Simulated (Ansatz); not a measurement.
# Lu: the crystal squeezed far

An exercise on one series of results from a longer session: the logs are not shown, and one member is left open.

Program: Ansatz 0.2.0. Level of theory: DFT PBE, with the methods named in each step. These are calculated values, not measurements.

3 further runs of the same task are left out: 3 that didn't finish.

## The system as given

Symmetry: P6_3/mmc, No. 194, hexagonal system. Conventional cell: a = 3.461 Å, b = 3.461 Å, c = 11.248 Å, α = 90.00°, β = 90.00°, γ = 120.00°. Lu (site symmetry -3m) has 12 Lu at 3.45 to 3.46 Å as nearest neighbours. Lu (site symmetry -6m2) has 12 Lu at 3.45 to 3.46 Å as nearest neighbours.

As a file:

```
Lu
1.0
     3.46098    0.00000    0.00000
    -1.73049    2.99730    0.00000
     0.00000    0.00000   11.24819
Lu
4
Direct
  0.00000 0.00000 0.00000
  0.00000 0.00000 0.50000
  0.33333 0.66667 0.25000
  0.66667 0.33333 0.75000
```

Whether this phase is the stable one at these pressures isn't tested.

Atoms are numbered in the order of the input: Lu1, Lu2, Lu3, Lu4.

The first run:

The input, input.yaml:

```yaml
crystal:
  lattice:
    - [3.4609801248, 0.0, 0.0]
    - [-1.7304900624, 2.9972967101, 0.0]
    - [0.0, 0.0, 11.2481854057]
  atoms:
    - { symbol: Lu, position: [0.0, 0.0, 0.0] }
    - { symbol: Lu, position: [0.0, 0.0, 0.5] }
    - { symbol: Lu, position: [0.3333333333, 0.6666666667, 0.25] }
    - { symbol: Lu, position: [0.6666666667, 0.3333333333, 0.75] }
kpoints:
  mp_grid: { grid: [10, 10, 3] }
scf:
  occupations: { method: fermi_dirac, width: 0.1 }
hamiltonian:
  xc: pbe
  pseudopotentials: { kind: paw }
output:
  forces: true
  stress: true
relax:
  f_tol: 0.005
  max_steps: 40
  cell: {}
```

The run is started by

```
ansatz run input.yaml --threads 1 --pin off --max-ram 3072MiB --backend cpu --events-out ev --progress --plain --runs-dir out
```

Steps of the session up to this table: Cell relaxed at zero pressure, PAW; Volume scaled by 1, PAW; Shape and atoms relaxed at 0.8 of the volume, PAW; Volume scaled by 0.8, PAW; Shape and atoms relaxed at 0.6 of the volume, PAW; Volume scaled by 0.6, PAW; Shape and atoms relaxed at 0.5 of the volume, PAW; Volume scaled by 0.5, PAW; Shape and atoms relaxed at 0.4 of the volume, PAW; Volume scaled by 0.4, PAW; Volume scaled by 0.4, PAW (source ansatz).

One table of the session follows, with a row left open; its other results are not shown here.

```
             method  volume over the first  volume (Å³/atom)  pressure (GPa)
                PAW                      1            29.084           -0.01
                PAW                    0.8            23.267           13.79
                PAW                    0.6                 ?               ?
                PAW                    0.5            14.542          100.10
                PAW                    0.4            11.633          203.17
PAW (source ansatz)                    0.4            11.633          203.95
```

**Question.** Estimate the row for PAW, 0.6.

As computed: volume (Å³/atom): 17.450; pressure (GPa): 52.82. In the column «volume (Å³/atom)» it lies between PAW, 0.5 (14.542) and PAW, 0.8 (23.267).

Limits of these values: Warnings in the runs' records: eigensolver not converged.
